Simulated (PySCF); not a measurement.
**AsPb+: from the state search to spectroscopic constants**

One job finds the state of AsPb+, follows it along the bond with each method and fits the curves.

Computed with PySCF 2.14.0. Level: As def2-SVP, Pb def2-SVP with ECP60, scalar-relativistic core potentials.

## (1) The job

A driver script around PySCF takes these settings:

```yaml
atoms: As, Pb
charge: 1
basis: As def2-SVP, Pb def2-SVP with ECP60
Hamiltonian: scalar-relativistic core potentials
basis_functions: 58
electrons_treated: 54
masses_in_u: 74.9216, 207.9766
levels: PBE0, PBE, r²SCAN, PBEsol, MN15, BLYP, HF, MP2, SCS-MP2, CCSD, CCSD(T)
grid: 80 radial by 434 angular points
occupations: held fixed by the projection of orbital angular momentum
dissociation_limit: As + Pb+, each in its ground configuration
starting_distance_in_angstrom: 2.670
values_of_2S_to_try: 0, 2, 4
```

The run is started by

```sh
$ OMP_NUM_THREADS=1 python dia.py task.json out
```

Further steps of the session: First curve: PBE0; Higher solutions at PBE0; PBE (GGA); r²SCAN (meta-GGA); PBEsol (GGA); MN15 (hybrid meta-GGA); BLYP (GGA); UHF (mean field); MP2 and coupled cluster.

Q: Predict the outcome of this session. Wanted: for each run, Re; ωe; De; μ.

**Answer**, as computed:

Lowest PBE0 solution found, without spin–orbit coupling: ³Σ⁻ (triplet), unpaired electrons π ↑↑. State 2 has its PBE0 minimum 0.29 eV higher, as a spin-mixed determinant (⟨S²⟩ = 1.01), so this is no gap between pure states. State 3 has its PBE0 minimum 0.74 eV higher. State 4 has its PBE0 minimum 1.01 eV higher, as a spin-mixed determinant (⟨S²⟩ = 1.02), so this is no gap between pure states. The other levels ran on the lowest alone.

| level | Re (Å) | ωe (cm⁻¹) | De (eV) | μ (D) |
| --- | --- | --- | --- | --- |
| UHF | 2.727 | 183.7 | 0.53 | 1.96 |
| UHF-CCSD | 2.738 | 188.1 | 1.33 | n/a |
| UHF-CCSD(T) | 2.743 | 188.4 | 1.44 | n/a |
| PBE | 2.733 | 195.4 | 2.32 | 0.63 |
| PBEsol | 2.705 | 201.8 | 2.50 | 0.52 |
| BLYP | 2.765 | 187.2 | 2.33 | 0.46 |
| r²SCAN | 2.708 | 202.1 | 2.07 | 1.00 |
| PBE0 | 2.699 | 204.8 | 2.01 | 1.03 |
| MN15 | 2.679 | 206.3 | 1.86 | 0.91 |

De is counted to As + Pb+ in their ground configurations. A positive dipole points from As to Pb; in an ion it is taken about the centre of mass and does not tell which atom is negative. No constants: UHF-MP2 (the points don't follow one smooth fit); UHF-SCS-MP2 (the points don't follow one smooth fit).

Differences from CCSD(T) in the same basis:

| level | Re (mÅ) | ωe (%) |
| --- | --- | --- |
| UHF | -16 | -2.5 |
| UHF-CCSD | -5 | -0.1 |
| PBE | -11 | +3.7 |
| PBEsol | -38 | +7.1 |
| BLYP | +22 | -0.6 |
| r²SCAN | -36 | +7.3 |
| PBE0 | -44 | +8.7 |
| MN15 | -64 | +9.5 |

**Reading.** Judged by CCSD(T) in the same basis: best bond length UHF-CCSD (-5 mÅ), worst MN15 (-64 mÅ); best wavenumber UHF-CCSD (-0.1 %), worst MN15 (+9.5 %). CCSD(T) in a basis this small is itself some way from its limit, more so than the functionals. Of the levels with a De here, UHF gives the least (0.53 eV) and PBEsol the most (2.50 eV).

Correlated steps freeze 13 core orbitals. These are scalar-relativistic numbers at best; spin–orbit coupling would shift them, the dissociation energy most. With spin–orbit coupling the term label itself may not hold.
